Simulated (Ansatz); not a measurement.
# C2H8O2Sn: a ladder of functionals and wavefunction methods

One table from this session's results is given with a row withheld; the runs are named, their logs left out.

Method: functionals in def2-TZVPP, the program's frozen cores in correlated methods; program: Ansatz 0.2.0, Gaussian basis.

Levels to be run: LDA (SPW92), PBE-D4, revPBE-D4, BLYP-D4, r2SCAN-D4, B97M-V, PBE0-D4, B3LYP-D4, r2SCANh-D4, r2SCAN0-D4, HSE06-D4, BHLYP-D4, CAM-B3LYP-D4, LC-ωPBE, ωB97X-V, ωB97M-V, B2PLYP, PBE-QIDH; CCSD(T)/def2-SVP; CCSD(T)/def2-TZVPP; MP2/def2-QZVPP; extrapolation to the limit; RPA on PBE.

## The geometry

An earlier PBE0-D4 in a triple-zeta def2 set relaxation fixed the geometry. Sn takes the def2 core potential; no spin-orbit term is included.

SMILES `C[O][SnH2][O]C`, 13 atoms, charge 0, spin multiplicity 1.

Atoms are counted from 1 here; the program's logs count them from 0.

Bond lengths: C1–O2 1.406 Å, C1–H6 1.098 Å, C1–H7 1.099 Å, C1–H8 1.094 Å, O2–Sn3 1.960 Å, Sn3–O4 1.960 Å, Sn3–H9 1.700 Å, Sn3–H10 1.700 Å, O4–C5 1.406 Å, C5–H11 1.094 Å, C5–H12 1.099 Å, C5–H13 1.098 Å. Angles: O2–C1–H6 112.4°, O2–C1–H7 112.5°, O2–C1–H8 108.2°, H6–C1–H7 107.9°, H6–C1–H8 108.0°, H7–C1–H8 107.7°, C1–O2–Sn3 119.7°, O2–Sn3–O4 106.3°, O2–Sn3–H9 104.2°, O2–Sn3–H10 110.7°, O4–Sn3–H9 110.7°, O4–Sn3–H10 104.2°, H9–Sn3–H10 120.1°, Sn3–O4–C5 119.7°, O4–C5–H11 108.2°, O4–C5–H12 112.5°, O4–C5–H13 112.4°, H11–C5–H12 107.7° and more.

Geometry (Å):

```
C    -1.29558    0.45000    1.67644
O    -0.42428    1.23624    0.90149
Sn    1.30329    0.50222    0.33633
O     0.89856   -1.05886   -0.77811
C     0.16423   -0.89535   -1.96636
H    -1.62118   -0.45617    1.14953
H    -0.84740    0.14247    2.63181
H    -2.18437    1.04602    1.90311
H     1.99852    1.74205   -0.59616
H     2.14596   -0.14101    1.66531
H     0.06279   -1.87442   -2.44354
H     0.66393   -0.22598   -2.68076
H    -0.84408   -0.50181   -1.78400
```

Set-up of the first run:

in.yaml reads:

```yaml
crystal:
  periodic: [false, false, false]
  atoms:
    - {symbol: C, position_ang: [-1.295578, 0.449998, 1.676445]}
    - {symbol: O, position_ang: [-0.424278, 1.236242, 0.901486]}
    - {symbol: Sn, position_ang: [1.303292, 0.502220, 0.336327]}
    - {symbol: O, position_ang: [0.898560, -1.058858, -0.778105]}
    - {symbol: C, position_ang: [0.164229, -0.895349, -1.966361]}
    - {symbol: H, position_ang: [-1.621176, -0.456168, 1.149532]}
    - {symbol: H, position_ang: [-0.847399, 0.142468, 2.631806]}
    - {symbol: H, position_ang: [-2.184374, 1.046022, 1.903111]}
    - {symbol: H, position_ang: [1.998517, 1.742051, -0.596156]}
    - {symbol: H, position_ang: [2.145963, -0.141008, 1.665314]}
    - {symbol: H, position_ang: [0.062791, -1.874422, -2.443538]}
    - {symbol: H, position_ang: [0.663930, -0.225982, -2.680764]}
    - {symbol: H, position_ang: [-0.844077, -0.501814, -1.783999]}
basis:
  gaussian: {orbitals: def2-TZVPP}
hamiltonian: {xc: lda}
output: {orbitals: {seedname: orbitals}}
```

On the command line:

```bash
> ansatz run in.yaml --threads 4 --pin off --events-out ev --progress --plain --max-ram 11315MiB
```

Among the steps run: LDA; PBE-D4 (GGA); revPBE-D4 (GGA); BLYP-D4 (GGA); r2SCAN-D4 (meta-GGA); B97M-V (meta-GGA); PBE0-D4 (hybrid); B3LYP-D4 (hybrid); r2SCANh-D4 (hybrid); r2SCAN0-D4 (hybrid); HSE06-D4 (hybrid); BHLYP-D4 (hybrid); CAM-B3LYP-D4 (range-separated); LC-ωPBE (range-separated); ωB97X-V (range-separated); ωB97M-V (range-separated); B2PLYP (double hybrid); PBE-QIDH (double hybrid).

One table of the session follows, with a row left open; its other results are not shown here.

It belongs to the step «Orbital energies across the functionals». 

| functional | HOMO (eV) | gap (eV) |
| --- | --- | --- |
| LDA (SPW92) | -6.24 | 4.83 |
| PBE-D4 | -6.10 | 4.95 |
| revPBE-D4 | -6.04 | 4.98 |
| BLYP-D4 | -6.02 | 4.89 |
| r2SCAN-D4 | -6.42 | 5.59 |
| B97M-V | ? | ? |
| PBE0-D4 | -7.65 | 7.48 |
| B3LYP-D4 | -7.42 | 6.91 |
| r2SCANh-D4 | -7.00 | 6.53 |
| r2SCAN0-D4 | -7.89 | 7.93 |
| HSE06-D4 | -7.25 | 6.71 |
| BHLYP-D4 | -9.18 | 9.75 |
| CAM-B3LYP-D4 | -9.10 | 9.83 |
| LC-ωPBE | -10.43 | 12.29 |
| ωB97X-V | -10.12 | 11.81 |
| ωB97M-V | -10.05 | 11.38 |

Q: Estimate the row for B97M-V from the others.

The run gave: HOMO (eV): -6.58; gap (eV): 5.63. In the column «HOMO (eV)» it lies between r2SCANh-D4 (-7.00) and r2SCAN-D4 (-6.42).
